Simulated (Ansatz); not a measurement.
**Cl₃H₂InSe: small, medium and large basis sets**

The task here is to estimate one member of a computed series from the others.

The runs use Ansatz 0.2.0, Gaussian basis; one geometry, several basis sets.

Levels to be run: PBE0-D4/def2-SVP; ωB97M-V/def2-SVP; PBE0-D4/def2-QZVPP; ωB97M-V/def2-QZVPP; the functionals' def2-TZVPP values are taken from earlier runs.

**The relaxed structure**

All runs share one geometry, relaxed beforehand with PBE0-D4 in a triple-zeta def2 set. In takes the def2 core potential; no spin-orbit term is included.

SMILES `[Cl][In-]([Cl])([Cl])[SeH2+]`, 7 atoms, charge 0, spin multiplicity 1.

Atoms are counted from 1 here; the program's logs count them from 0.

Bond lengths: Cl1–In2 2.316 Å, In2–Cl3 2.326 Å, In2–Cl4 2.326 Å, In2–Se5 2.840 Å, Se5–H6 1.470 Å, Se5–H7 1.470 Å. Angles: Cl1–In2–Cl3 118.3°, Cl1–In2–Cl4 118.3°, Cl1–In2–Se5 100.9°, Cl3–In2–Cl4 117.5°, Cl3–In2–Se5 96.8°, Cl4–In2–Se5 96.8°, In2–Se5–H6 90.9°, In2–Se5–H7 90.9°, H6–Se5–H7 91.7°.

The first run:

File in.yaml:

```yaml
crystal:
  periodic: [false, false, false]
  atoms:
    - {symbol: Cl, position_ang: [-1.510133, -2.177176, 1.389390]}
    - {symbol: In, position_ang: [0.178212, -1.095698, 0.229204]}
    - {symbol: Cl, position_ang: [2.099736, -0.489416, 1.391620]}
    - {symbol: Cl, position_ang: [0.387572, -1.508319, -2.050460]}
    - {symbol: Se, position_ang: [-0.917230, 1.514999, 0.000687]}
    - {symbol: H, position_ang: [0.361346, 2.112970, 0.412624]}
    - {symbol: H, position_ang: [-0.538303, 1.574640, -1.418766]}
basis:
  gaussian: {orbitals: def2-SVP}
hamiltonian: {xc: pbe0, dispersion: d4}
output: {orbitals: {seedname: orbitals}}
```

Started as:

```sh
$ ansatz run in.yaml --threads 4 --pin off --events-out ev --progress --plain --max-ram 11315MiB
```

Among the steps run: PBE0-D4 in def2-SVP; ωB97M-V in def2-SVP; PBE0-D4 in def2-QZVPP; ωB97M-V in def2-QZVPP.

One table of the session follows, with a row left open; its other results are not shown here.

It belongs to the step «Density functionals: the series». 

| functional | basis | HOMO (eV) | LUMO (eV) |
| --- | --- | --- | --- |
| PBE0-D4 | def2-SVP | -8.62 | -1.87 |
| PBE0-D4 | def2-TZVPP | -8.79 | -2.07 |
| PBE0-D4 | def2-QZVPP | -8.80 | -2.12 |
| ωB97M-V | def2-SVP | -10.78 | 0.21 |
| ωB97M-V | def2-TZVPP | ? | ? |
| ωB97M-V | def2-QZVPP | -10.95 | -0.25 |

Estimate the missing values for ωB97M-V, def2-TZVPP.

**Answer.** HOMO (eV): -10.93; LUMO (eV): -0.10. In the column «HOMO (eV)» it lies between ωB97M-V, def2-QZVPP (-10.95) and ωB97M-V, def2-SVP (-10.78).
